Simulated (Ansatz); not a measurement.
# C₃H₈Ge: reading failed and doubtful runs

3 inputs were typed for C₃H₈Ge. Each is run as it stands; the log then has to tell whether the result can be used.

The runs use Ansatz 0.2.0, Gaussian basis; the settings change from run to run.

### 1 The relaxed structure

An earlier PBE0-D4 in a triple-zeta def2 set relaxation fixed the geometry.

SMILES `C[CH](C)[GeH]`, 12 atoms, charge 0, spin multiplicity 1.

Atoms are counted from 1 here; the program's logs count them from 0.

Bond lengths: C1–C2 1.519 Å, C1–H5 1.094 Å, C1–H6 1.094 Å, C1–H7 1.097 Å, C2–C3 1.528 Å, C2–Ge4 2.004 Å, C2–H8 1.096 Å, C3–H9 1.096 Å, C3–H10 1.094 Å, C3–H11 1.096 Å, Ge4–H12 1.602 Å. Angles: C2–C1–H5 112.4°, C2–C1–H6 110.8°, C2–C1–H7 111.1°, H5–C1–H6 107.6°, H5–C1–H7 107.0°, H6–C1–H7 107.7°, C1–C2–C3 111.7°, C1–C2–Ge4 114.5°, C1–C2–H8 109.5°, C3–C2–Ge4 104.8°, C3–C2–H8 108.6°, Ge4–C2–H8 107.4°, C2–C3–H9 110.8°, C2–C3–H10 111.1°, C2–C3–H11 112.9°, H9–C3–H10 107.3°, H9–C3–H11 106.6°, H10–C3–H11 107.8° and more.

### 2 Attempt 1

Input file in.yaml:

```yaml
crystal:
  periodic: [false, false, false]
  atoms:
    - {symbol: C, position_ang: [-0.644840, 0.948397, -0.674256]}
    - {symbol: C, position_ang: [0.234437, -0.275578, -0.481699]}
    - {symbol: C, position_ang: [1.019294, -0.207259, 0.826977]}
    - {symbol: Ge, position_ang: [-0.765210, -2.010192, -0.390848]}
    - {symbol: H, position_ang: [-1.218499, 0.906903, -1.604922]}
    - {symbol: H, position_ang: [-1.357593, 1.048993, 0.149454]}
    - {symbol: H, position_ang: [-0.044048, 1.865781, -0.708202]}
    - {symbol: H, position_ang: [0.944652, -0.350537, -1.312591]}
    - {symbol: H, position_ang: [1.694788, 0.656325, 0.831986]}
    - {symbol: H, position_ang: [0.347083, -0.100224, 1.684037]}
    - {symbol: H, position_ang: [1.642698, -1.092866, 0.997514]}
    - {symbol: H, position_ang: [-1.775962, -1.445043, 0.716449]}
basis:
  gaussian: {orbitals: "6-31G*"}
magnetization: {spin_polarized: true, initial_magnetization: 6}
hamiltonian: {xc: {name: HF}}
correlation: {method: ccsd_t, electrons: outside_noble_gas}
scf: {lower_state_search: off}
```

Command:

```bash
$ ansatz run in.yaml --threads 4 --pin off --events-out ev --progress --plain --max-ram 10444MiB
```

The log of the run, cut to the lines that bear on the results:

```text
Functional definition: HF
  name "HF"
  cite "Fock, Z. Phys. 61, 126 (1930) doi:10.1007/BF01340294"
  parent pbe
[...]
998 factors; integrals over basis functions are off by at most 7.8e-4 eV
[...]
mean field -59664.94007130 eV, -2192.6461052715 hartree, gradient 2.7e-6 eV, S^2 12.042864; 0 other end points of the search recorded, 0 dependent functions left out
17 core orbitals not correlated: weight in the atoms' cores, before any rotation towards them, 0.998 or more for the frozen orbitals, at most 0.001 for the correlated occupied ones
reference -59664.94007130 eV, -2192.6461052715 hartree; 15, 9 occupied and 64, 70 virtual orbitals, 998 factors
second order -11.64274122 eV of doubles, -0.00000000 eV of singles
cycle   1  -12.53650536 eV  change   -8.9e-1 eV  update   1.1e-1
[...]
cycle  20  -13.26470198 eV  change   -2.0e-5 eV  update   2.3e-5
perturbative correction -0.49694932 eV, -0.0182625508 hartree
Total energy: -59678.70172260 eV, -2193.1518366288 hartree
Checks for a lower state left out: stability, starts, cluster_reference, orbital_swaps, neighbouring_geometries, increment
```

Wall time 8 s (4 threads of Arm Neoverse V2, shared host); peak memory 0.59 GiB.

What is wrong: It ended without an error, which proves nothing about the input. The spin is set far too high for this molecule. It asks for 6 unpaired electrons; the ground state has 0. Its energy belongs to an excited spin state, not the ground state. To mend it, set initial_magnetization back to that of the ground state.

### 3 Attempt 2

Input file in.yaml:

```yaml
crystal:
  periodic: [false, false, false]
  atoms:
    - {symbol: C, position_ang: [-0.644840, 0.948397, -0.674256]}
    - {symbol: C, position_ang: [0.234437, -0.275578, -0.481699]}
    - {symbol: C, position_ang: [1.019294, -0.207259, 0.826977]}
    - {symbol: Ge, position_ang: [-0.765210, -2.010192, -0.390848]}
    - {symbol: H, position_ang: [-1.218499, 0.906903, -1.604922]}
    - {symbol: H, position_ang: [-1.357593, 1.048993, 0.149454]}
    - {symbol: H, position_ang: [-0.044048, 1.865781, -0.708202]}
    - {symbol: H, position_ang: [0.944652, -0.350537, -1.312591]}
    - {symbol: H, position_ang: [1.694788, 0.656325, 0.831986]}
    - {symbol: H, position_ang: [0.347083, -0.100224, 1.684037]}
    - {symbol: H, position_ang: [1.642698, -1.092866, 0.997514]}
    - {symbol: H, position_ang: [-1.775962, -1.445043, 0.716449]}
basis:
  gaussian: {orbitals: def2-TZVPP, fitting: {mean_field: cc-pVTZ-jkfit}}
hamiltonian: {xc: {name: PBE0-DH}}
kpoints: {mp_grid: {grid: [2, 2, 2]}}
output: {forces: true}
```

Launched as before.

The log of the run:

```text
Error: invalid value for `basis.gaussian`: such a run doesn't read kpoints; remove what it names
```

Run time: 0.05 s. Hardware: 4 threads of Arm Neoverse V2, shared host.

Diagnosis: Refused before any calculation. The input holds a key that doesn't belong there. Cure: remove the key, or spell it as the input reference has it.

### 4 Attempt 3

Input file in.yaml:

```yaml
crystal:
  periodic: [false, false, false]
  atoms:
    - {symbol: C, position_ang: [-0.531676, 1.008828, -0.631396]}
    - {symbol: C, position_ang: [0.308610, -0.150781, -0.552653]}
    - {symbol: C, position_ang: [1.168602, -0.208007, 0.787643]}
    - {symbol: Ge, position_ang: [-0.722133, -2.146827, -0.628636]}
    - {symbol: H, position_ang: [-1.209981, 0.981939, -1.646778]}
    - {symbol: H, position_ang: [-1.139348, 1.102926, 0.081531]}
    - {symbol: H, position_ang: [0.004186, 1.812576, -0.667978]}
    - {symbol: H, position_ang: [0.975529, -0.248322, -1.259289]}
    - {symbol: H, position_ang: [1.761994, 0.626559, 0.909185]}
    - {symbol: H, position_ang: [0.291307, -0.251224, 1.692927]}
    - {symbol: H, position_ang: [1.629207, -0.948381, 0.917008]}
    - {symbol: H, position_ang: [-1.726158, -1.459555, 0.778160]}
basis:
  gaussian: {orbitals: pcseg-2}
hamiltonian: {xc: {name: r2SCANh}}
scf: {lower_state_search: light}
relax: {f_tol: 0.0001, max_steps: 3}
output: {forces: true}
```

Same command.

The log of the run:

```text
Functional definition: r2SCANh
  name "r2SCANh"
  cite "Bursch, Neugebauer, Ehlert & Grimme, J. Chem. Phys. 156, 134105 (2022) doi:10.1063/5.0086040"
  cite "Furness, Kaplan, Ning, Perdew & Sun, J. Phys. Chem. Lett. 11, 8208 (2020) doi:10.1021/acs.jpclett.0c02405"
  cite "Furness, Kaplan, Ning, Perdew & Sun, J. Phys. Chem. Lett. 11, 9248 (2020) doi:10.1021/acs.jpclett.0c03077"
  parent r2scan
  parameter a = 0.1
  parameter k0 = 0.174
  parameter k1 = 0.065
  parameter a1 = 4.9479
  exchange = (1 - a)*r2scan_x(k0 = k0, k1 = k1, a1 = a1) + a*exact_x
  correlation = r2scan_c
1268 factors; their error is unknown
mean field evaluation 1: about -59736.0783 eV, gradient 8.4e1 eV
mean field evaluation 2: about -59622.1294 eV, gradient 1.9e2 eV
mean field evaluation 4: about -59753.3878 eV, gradient 1.8e1 eV
mean field evaluation 8: about -59754.1289 eV, gradient 1.0e-1 eV
mean field evaluation 16: about -59754.1778 eV, gradient 8.8e-3 eV
mean field -59754.17784801 eV, -2195.9255330779 hartree, gradient 3.6e-5 eV, S^2 0.000000; 0 other end points of the search recorded, 0 dependent functions left out
the calculation of the forces begins
reference -59754.17786291 eV, -2195.9255336255 hartree; 29, 29 occupied and 216, 216 virtual orbitals, 1268 factors
relax step   1: F+E_penalty+E_count = -59754.17784801 eV  Δ(F+E_penalty+E_count) = +0.000e0 eV  max|allowed force component| = 1.190e1 eV/Å  Δτ_max = 0.0000 Å  (31 SCF iters, accepted)
these checks for a lower state are left out or cut short: starts, cluster_reference, orbital_swaps, neighbouring_geometries, increment
1268 factors; their error is unknown
mean field -59757.49679487 eV, -2196.0475021254 hartree, gradient 2.6e-5 eV, S^2 0.000000; 0 other end points of the search recorded, 0 dependent functions left out
the calculation of the forces begins
reference -59757.49680989 eV, -2196.0475026773 hartree; 29, 29 occupied and 216, 216 virtual orbitals, 1268 factors
relax step   2: F+E_penalty+E_count = -59757.49679487 eV  Δ(F+E_penalty+E_count) = -3.319e0 eV  max|allowed force component| = 3.426e0 eV/Å  Δτ_max = 0.1949 Å  (36 SCF iters, accepted)
these checks for a lower state are left out or cut short: starts, cluster_reference, orbital_swaps, neighbouring_geometries, increment
1268 factors; their error is unknown
mean field evaluation 32: about -59757.8391 eV, gradient 5.5e-4 eV
mean field -59757.83911329 eV, -2196.0600820952 hartree, gradient 1.3e-5 eV, S^2 0.000000; 0 other end points of the search recorded, 0 dependent functions left out
the calculation of the forces begins
reference -59757.83912815 eV, -2196.0600826414 hartree; 29, 29 occupied and 216, 216 virtual orbitals, 1268 factors
relax step   3: F+E_penalty+E_count = -59757.83911329 eV  Δ(F+E_penalty+E_count) = -3.423e-1 eV  max|allowed force component| = 5.812e-1 eV/Å  Δτ_max = 0.1805 Å  (30 SCF iters, accepted)
Error: geometry relaxation did not converge after 3 steps: max|allowed force component| = 5.81e-1 eV/Å (threshold 1.0e-4). Raise `relax.max_steps` over both its present limit and 3, loosen `relax.f_tol`, or start from a geometry closer to equilibrium. Where this run's directory can be resumed (`checkpoint.write`), a resume goes on for up to `relax.max_steps` more
```

Wall time 16 s (4 threads of Arm Neoverse V2, shared host); peak memory 0.72 GiB.

Diagnosis: The run did not converge. The relaxation is allowed too few steps for its threshold. The start was also shaken off the relaxed geometry, so there is far to go. Its coordinates are also moved off the relaxed structure. Fix: raise relax.max_steps.

### 5 Summary

```csv
attempt,level,ended,cause,time
1,CCSD(T)/6-31G*,converged,the spin is set far too high for this molecule,8 s
2,PBE0-DH/def2-TZVPP,refused,the input holds a key that doesn't belong there,0.05 s
3,r2SCANh/pcseg-2,not converged,the relaxation is allowed too few steps for its threshold,16 s
```

1 converged, 1 refused, 1 not converged. A refusal costs next to no computing time. The dangerous case is the input that converges on a wrong geometry, charge, spin, basis or grid: often only a look at the input shows it.
